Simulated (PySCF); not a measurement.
# PbF: from the state search to spectroscopic constants

One job finds the state of PbF, follows it along the bond with each method and fits the curves.

The runs use PySCF 2.14.0; Pb aug-cc-pVDZ-PP with ECP60, F aug-cc-pVDZ, scalar-relativistic core potentials.

## (1) Set-up

The job is set up so:

```yaml
atoms: Pb, F
charge: 0
basis: Pb aug-cc-pVDZ-PP with ECP60, F aug-cc-pVDZ
Hamiltonian: scalar-relativistic core potentials
basis_functions: 55
electrons_treated: 31
masses_in_u: 207.9766, 18.9984
levels: PBE0, PBE, r²SCAN, M06-L, B97-3, PW91, HF, MP2, SCS-MP2, CCSD, CCSD(T)
grid: 80 radial by 434 angular points
occupations: held fixed by the projection of orbital angular momentum
dissociation_limit: Pb + F, each in its ground configuration
starting_distance_in_angstrom: 2.010
values_of_2S_to_try: 1, 3
```

On the command line:

```console
$ OMP_NUM_THREADS=1 python dia.py task.json out
```

Further steps of the session: The PBE0 curve of the state that the search chose; Excited determinants; PBE; r²SCAN; M06-L; B97-3 (global hybrid GGA); PW91 (GGA); UHF; Adding correlation.

Q: Predict the outcome of this session. Wanted: for each run, Re; ωe; De; μ.

**Answer**, as computed:

Lowest PBE0 solution found, without spin–orbit coupling: ²Π (doublet), unpaired electrons π ↑. State 2 has its PBE0 minimum 4.52 eV higher. The other levels ran on the lowest alone.

```csv
level,Re (Å),ωe (cm⁻¹),De (eV),μ (D)
UHF,2.064,529,2.61,-4.08
UHF-MP2,2.079,516,4.76,n/a
UHF-SCS-MP2,2.083,512,4.59,n/a
UHF-CCSD,2.076,519,4.32,n/a
UHF-CCSD(T),2.081,514,4.45,n/a
PBE,2.108,488,4.95,-3.62
PW91,2.106,490,4.98,-3.64
r²SCAN,2.084,512,4.66,-3.60
M06-L,2.095,504,4.90,-3.62
PBE0,2.080,513,4.50,-3.76
B97-3,2.095,498,4.58,-3.89
```

De is counted to Pb + F in their ground configurations. A positive dipole means Pb(−)F(+).

Differences from CCSD(T) in the same basis:

```csv
level,Re (mÅ),ωe (%)
UHF,-17,+2.9
UHF-MP2,-2,+0.5
UHF-SCS-MP2,+2,-0.3
UHF-CCSD,-5,+1.1
PBE,+27,-5.1
PW91,+25,-4.7
r²SCAN,+3,-0.4
M06-L,+14,-2.0
PBE0,0,-0.2
B97-3,+14,-3.0
```

**Reading.** Against CCSD(T) in the same basis, the bond length is nearest at PBE0 (0 mÅ) and farthest at PBE (+27 mÅ); the wavenumber is nearest at PBE0 (-0.2 %) and farthest at PBE (-5.1 %). Hartree–Fock falls on the short and stiff side, its usual fault. PBE gives a bond that is too long and too soft, as GGAs tend to. CCSD(T) in a basis this small is itself some way from its limit, more so than the functionals. Among the levels with a De in the table, it runs from 2.61 eV (UHF) to 4.98 eV (PW91).

Correlated steps freeze 5 core orbitals. These are scalar-relativistic numbers at best; spin–orbit coupling would shift them, the dissociation energy most. With spin–orbit coupling the term label itself may not hold.
